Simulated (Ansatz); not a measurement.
# Ge: the cost of one run

Computed with Ansatz 0.2.0 (DFT PBEsol, all-electron LAPW, scalar-relativistic unless said, unless a step's input says otherwise).

1 further run of the same task is left out (it didn't finish).

## Step 1: The starting structure

It takes space group P6_3/mmc (No. 194, hexagonal). The conventional cell has a = 4.001 Å, b = 4.001 Å, c = 6.587 Å, α = 90.00°, β = 90.00°, γ = 120.00°. Ge (site symmetry 3m) has 4 Ge at 2.45 to 2.47 Å as nearest neighbours.

Structure file:

```cif
data_structure
_symmetry_space_group_name_H-M 'P 1'
_symmetry_Int_Tables_number 1
_cell_length_a 4.0008
_cell_length_b 4.0008
_cell_length_c 6.5871
_cell_angle_alpha 90.000
_cell_angle_beta 90.000
_cell_angle_gamma 120.000
_cell_volume 91.31
loop_
_atom_site_label
_atom_site_type_symbol
_atom_site_fract_x
_atom_site_fract_y
_atom_site_fract_z
_atom_site_occupancy
Ge1 Ge 0.66667 0.33333 0.06275 1
Ge2 Ge 0.33333 0.66667 0.56275 1
Ge3 Ge 0.66667 0.33333 0.43725 1
Ge4 Ge 0.33333 0.66667 0.93725 1
```

Cartesian axes are those of the input's lattice vectors. The structure goes back to a database entry.

## Step 2: Reference run, LAPW

The input, input.yaml:

```yaml
crystal:
  lattice:
    - [4.00076330314, 0.0, 0.0]
    - [-2.00038165157, 3.46476265504, 0.0]
    - [0.0, 0.0, 6.58711172869]
  atoms:
    - { symbol: Ge, position: [0.666666666667, 0.333333333333, 0.062745899574] }
    - { symbol: Ge, position: [0.333333333333, 0.666666666667, 0.562745899574] }
    - { symbol: Ge, position: [0.666666666667, 0.333333333333, 0.437254100426] }
    - { symbol: Ge, position: [0.333333333333, 0.666666666667, 0.937254100426] }
kpoints:
  mp_grid: { grid: [8, 8, 4] }
scf:
  occupations: { method: fermi_dirac, width: 0.1 }
hamiltonian:
  xc: pbesol
  pseudopotentials: { kind: all_electron, lapw: { basis_error: 0.0005 } }
phonons:
  supercell: [1, 1, 1]
```

Run with:

```bash
$ ansatz run input.yaml --threads 1 --pin off --max-ram 3072MiB --backend cpu --events-out ev --progress --plain --runs-dir out
```

**Question.** How long does this run take on 1 thread of Arm Neoverse V1, shared host, and how much memory does it need?

About 8.5 min, with a peak of 0.94 GiB.
